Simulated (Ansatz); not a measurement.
# C₆H₁₃O₂+: small, medium and large basis sets

Aim: see how fast density functionals converge with the basis set for C₆H₁₃O₂+.

Computed with Ansatz 0.2.0, Gaussian basis. Level: one geometry, several basis sets.

Levels to be run: PBE0-D4/def2-SVP; ωB97M-V/def2-SVP; PBE0-D4/def2-QZVPP; ωB97M-V/def2-QZVPP; the functionals' def2-TZVPP values are taken from earlier runs.

## Step 1: Structure used throughout

The geometry comes from an earlier relaxation with PBE0-D4 in a triple-zeta def2 set; it is a stationary point, not always the lowest conformer.

SMILES `CC(=[OH+])OC(C)(C)C`, 21 atoms, charge 1, spin multiplicity 1.

Atoms are counted from 1 here; the program's logs count them from 0.

Bond lengths: C1–C2 1.478 Å, C1–H9 1.094 Å, C1–H10 1.087 Å, C1–H11 1.094 Å, C2–O3 1.295 Å, C2–O4 1.247 Å, O3–H12 0.969 Å, O4–C5 1.563 Å, C5–C6 1.507 Å, C5–C7 1.508 Å, C5–C8 1.508 Å, C6–H13 1.091 Å, C6–H14 1.090 Å, C6–H15 1.090 Å, C7–H16 1.089 Å, C7–H17 1.092 Å, C7–H18 1.091 Å, C8–H19 1.092 Å and more. Angles: C2–C1–H9 109.5°, C2–C1–H10 110.5°, C2–C1–H11 109.4°, H9–C1–H10 109.8°, H9–C1–H11 107.9°, H10–C1–H11 109.8°, C1–C2–O3 121.1°, C1–C2–O4 119.1°, O3–C2–O4 119.9°, C2–O3–H12 112.4°, C2–O4–C5 127.7°, O4–C5–C6 100.6°, O4–C5–C7 107.5°, O4–C5–C8 107.5°, C6–C5–C7 112.6°, C6–C5–C8 112.6°, C7–C5–C8 114.7°, C5–C6–H13 108.4° and more.

## Step 2: PBE0-D4 in def2-SVP

File in.yaml:

```yaml
crystal:
  periodic: [false, false, false]
  atoms:
    - {symbol: C, position_ang: [0.815122, -2.007511, -1.963425]}
    - {symbol: C, position_ang: [0.581049, -1.254920, -0.713218]}
    - {symbol: O, position_ang: [0.987023, -1.712219, 0.427771]}
    - {symbol: O, position_ang: [-0.018097, -0.162561, -0.766563]}
    - {symbol: C, position_ang: [-0.370820, 0.792116, 0.419906]}
    - {symbol: C, position_ang: [-1.074307, 1.903525, -0.316495]}
    - {symbol: C, position_ang: [-1.289116, 0.039588, 1.349985]}
    - {symbol: C, position_ang: [0.927388, 1.239645, 1.043610]}
    - {symbol: H, position_ang: [1.889965, -2.157962, -2.102564]}
    - {symbol: H, position_ang: [0.406603, -1.468053, -2.813472]}
    - {symbol: H, position_ang: [0.344063, -2.992372, -1.889371]}
    - {symbol: H, position_ang: [1.437785, -2.565644, 0.344222]}
    - {symbol: H, position_ang: [-1.382439, 2.657647, 0.409479]}
    - {symbol: H, position_ang: [-1.965818, 1.538666, -0.827346]}
    - {symbol: H, position_ang: [-0.413464, 2.379258, -1.041651]}
    - {symbol: H, position_ang: [-0.783402, -0.758973, 1.890014]}
    - {symbol: H, position_ang: [-1.662615, 0.751955, 2.088471]}
    - {symbol: H, position_ang: [-2.152553, -0.360549, 0.816288]}
    - {symbol: H, position_ang: [0.690937, 2.026736, 1.762572]}
    - {symbol: H, position_ang: [1.597956, 1.669251, 0.297788]}
    - {symbol: H, position_ang: [1.434730, 0.442367, 1.583989]}
basis:
  gaussian: {orbitals: def2-SVP}
total_charge: 1
hamiltonian: {xc: pbe0, dispersion: d4}
output: {orbitals: {seedname: orbitals}}
```

The runs that follow: ωB97M-V in def2-SVP; PBE0-D4 in def2-QZVPP; ωB97M-V in def2-QZVPP.

Before running them: what should the planned runs give, taken together? Wanted: PBE0-D4: double and triple zeta above quadruple; ωB97M-V: double and triple zeta above quadruple.

**Answer**, as computed:

```
                                       quantity           value
PBE0-D4: double and triple zeta above quadruple  12.32, 0.57 eV
ωB97M-V: double and triple zeta above quadruple  12.83, 0.55 eV
```

For PBE0-D4 the step from double to triple zeta gains 11.75 eV and the next only 0.57 eV. Total energies overstate the basis error of differences, where much of it tends to cancel.
